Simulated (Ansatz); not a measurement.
**BiAs (zincblende type): how the settings move a single-point run**

How sensitive is a single-point run of BiAs (zincblende type) to its settings? A reference run comes first, then one run with altered input.

Method: reference: DFT, PBE, all-electron LAPW, scalar-relativistic, in Ansatz 0.2.0.

1 further run of the same task is left out (set aside as unsound or not needed).

## Step 1: The starting structure

The structure is cubic, space group F-43m (No. 216). The conventional cell has a = 6.706 Å, b = 6.706 Å, c = 6.706 Å, α = 90.00°, β = 90.00°, γ = 90.00°. As (site symmetry -43m) is surrounded by 4 Bi at 2.90 Å. Bi (site symmetry -43m) is surrounded by 4 As at 2.90 Å.

Coordinates:

```xyz
2
Lattice="0.0000 3.3531 3.3531 3.3531 0.0000 3.3531 3.3531 3.3531 0.0000" Properties=species:S:1:pos:R:3 pbc="T T T"
As    0.0000    0.0000    0.0000
Bi    1.6766    1.6766    1.6766
```

## Step 2: The reference run

The input, input.yaml:

```yaml
crystal:
  lattice:
    - [0.0, 3.3531471192, 3.3531471192]
    - [3.3531471192, 0.0, 3.3531471192]
    - [3.3531471192, 3.3531471192, 0.0]
  atoms:
    - { symbol: As, position: [0.0, 0.0, 0.0] }
    - { symbol: Bi, position: [0.25, 0.25, 0.25] }
kpoints:
  mp_grid: { grid: [3, 3, 3] }
scf:
  occupations: { method: fermi_dirac, width: 0.05 }
hamiltonian:
  xc: pbe
  pseudopotentials: { kind: all_electron, lapw: { basis_error: 0.00025 } }
output:
  forces: true
  stress: true
  eigenvalues: true
```

On the command line:

```bash
ansatz run input.yaml --threads 1 --pin off --max-ram 2048MiB --backend cpu --events-out ev --progress --plain --runs-dir out
```

## Step 3: Changing settings: dispersion d3bjatm

input.yaml, as its differences from that of step 2:

```diff
@@ -15,2 +15,3 @@
   pseudopotentials: { kind: all_electron, lapw: { basis_error: 0.00025 } }
+  dispersion: d3bjatm
 output:
```

**Question.** What will these runs give? Wanted: for each run, ending; energy change; pressure; gap; force.

The runs gave:

| run | ending | energy change | pressure (GPa) | gap (eV) | force (eV/Å) | cycles | time |
| --- | --- | --- | --- | --- | --- | --- | --- |
| reference | converged | 0 | -1.2 | 0.21 | 0.00 | 9 | 7.8 s |
| 1: dispersion d3bjatm | converged | -299.6 meV/atom (offset of the dispersion model) | -2.6 | 0.21 | 0.00 | 9 | 8 s |

Residual by cycle in the longest SCF loop of each run; runs are numbered as in the table. The quantity is the density residual dr2, in eV.

| cycle | reference | run 1 |
| --- | --- | --- |
| 1 | 0.925 | 0.925 |
| 2 | 0.371 | 0.371 |
| 3 | 0.0218 | 0.0218 |
| 4 | 4.4e-4 | 4.4e-4 |
| 5 | 2.4e-4 | 2.4e-4 |
| 6 | 5.5e-5 | 5.5e-5 |
| 7 | 1.5e-5 | 1.5e-5 |
| 8 | 3.9e-7 | 3.9e-7 |
| 9 | 1.3e-8 | 1.3e-8 |

**Reading.** The energy moves by -299.6 meV/atom, nearly all of it the dispersion term itself (-299.6 meV/atom); that offset belongs to the model and is no gain or loss of stability; the pressure goes from -1.2 to -2.6 GPa. The gap of the reference lacks spin-orbit coupling, though the cell holds Bi.
